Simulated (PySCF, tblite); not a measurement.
# C4H13O4PSi: geometry, infrared bands and NMR shifts

Wanted: the infrared bands and NMR shifts of C4H13O4PSi (`CCCO[P@](=O)(OC)O[SiH3]`), by calculation.

The runs use tblite 0.8.0 and PySCF 2.14.0, with density-fitted response routines of our own; the level of theory stands in each step. All values are computed, except where a source is named. Atoms count from 0, in the outputs and in this text.

## Step 1: The starting structure

23 atoms, charge 0, multiplicity 1; geometry from: force field or distance geometry start.

Bonds of the start (Å): C0–C1 1.50, C1–C2 1.52, C2–O3 1.39, O3–P4 1.67, P4–O5 1.54, P4–O6 1.69, O6–C7 1.40, P4–O8 1.69, O8–Si9 1.71, C0–H10 1.12, C0–H11 1.10, C0–H12 1.10, C1–H13 1.10, C1–H14 1.11, C2–H15 1.10, C2–H16 1.11, C7–H17 1.10, C7–H18 1.10, C7–H19 1.11, Si9–H20 1.48, Si9–H21 1.46, Si9–H22 1.48.

## Step 2: Geometry optimisation with GFN2-xTB

Job settings and geometry (Å):

```
{"job": {"kind": "relax", "xc": "GFN2-xTB", "basis": "xTB"}, "charge": 0, "multiplicity": 1}
C     -3.428800     0.318200     0.014900
C     -2.706400    -0.939800     0.384200
C     -1.267300    -0.971300    -0.106200
O     -0.504200     0.087900     0.376400
P      1.059000     0.002300    -0.197000
O      1.147800     0.265500    -1.710400
O      1.638500    -1.576300     0.008400
C      3.040600    -1.561400     0.016400
O      2.053800     1.144700     0.558200
Si     1.959800     2.600100    -0.332400
H     -4.248100     0.064900    -0.706400
H     -3.882300     0.737900     0.927800
H     -2.806000     1.073400    -0.481200
H     -3.240500    -1.791700    -0.051400
H     -2.698300    -1.001900     1.496600
H     -1.198200    -0.975200    -1.199700
H     -0.843600    -1.930500     0.249100
H      3.370300    -2.236400     0.826700
H      3.369100    -1.920100    -0.968100
H      3.365000    -0.504700     0.152900
H      1.172700     2.411100    -1.575900
H      1.320100     3.691200     0.397900
H      3.322300     3.039300    -0.711500
```

Launch:

```console
$ OMP_NUM_THREADS=1 python probes_run.py task.json out
```

The driver reads the jobs from task.json and runs them one after another.

**Question.** This job is followed by: GFN2-xTB harmonic vibrations, gas phase; GIAO PBE0/pcSseg-1 NMR shielding, non-relativistic, gas phase. What will the session give for the following? strongest single infrared mode (GFN2-xTB); zero-point energy (GFN2-xTB); ¹³C shifts against TMS (PBE0/pcSseg-1); ¹H shifts against TMS (PBE0/pcSseg-1, means over atoms taken as alike); ¹⁷O shifts against H2O (PBE0/pcSseg-1); ³¹P shifts against H3PO4 (PBE0/pcSseg-1); ²⁹Si shifts against TMS (PBE0/pcSseg-1).

The runs gave:

| quantity | value |
| --- | --- |
| strongest single infrared mode (GFN2-xTB) | 980 cm⁻¹, 598 km/mol |
| zero-point energy (GFN2-xTB) | 108.6 kcal/mol |
| ¹³C shifts against TMS (PBE0/pcSseg-1) | 71.7, 53.4, 29.7, 13.5 ppm |
| ¹H shifts against TMS (PBE0/pcSseg-1, means over atoms taken as alike) | 5.06, 4.50, 4.22, 3.90, 1.80, 1.37, 1.27 ppm |
| ¹⁷O shifts against H2O (PBE0/pcSseg-1) | 137.6, 104.9, 93.7, 77.0 ppm |
| ³¹P shifts against H3PO4 (PBE0/pcSseg-1) | -3.1 ppm |
| ²⁹Si shifts against TMS (PBE0/pcSseg-1) | -35.2 ppm |

Relaxing lowered the energy by 2.010 eV in 291 steps; the close pair that moved most is P4–O8, from 1.693 to 1.571 Å. All 63 modes are real, so the xTB geometry is a minimum. The strongest single mode, at 980 cm⁻¹, moves mainly O8. GFN2-xTB is a fitted tight-binding method: band positions and strengths are rough. Its intensities can rank the bands wrongly. C2 (sp3 CH2 bonded to O) lies farthest downfield among carbon, at 71.7 ppm; deshielded by the electronegative neighbour. At PBE0/pcSseg-1: The largest span, 217 ppm, is at P4, where the paramagnetic term is -650 ppm.
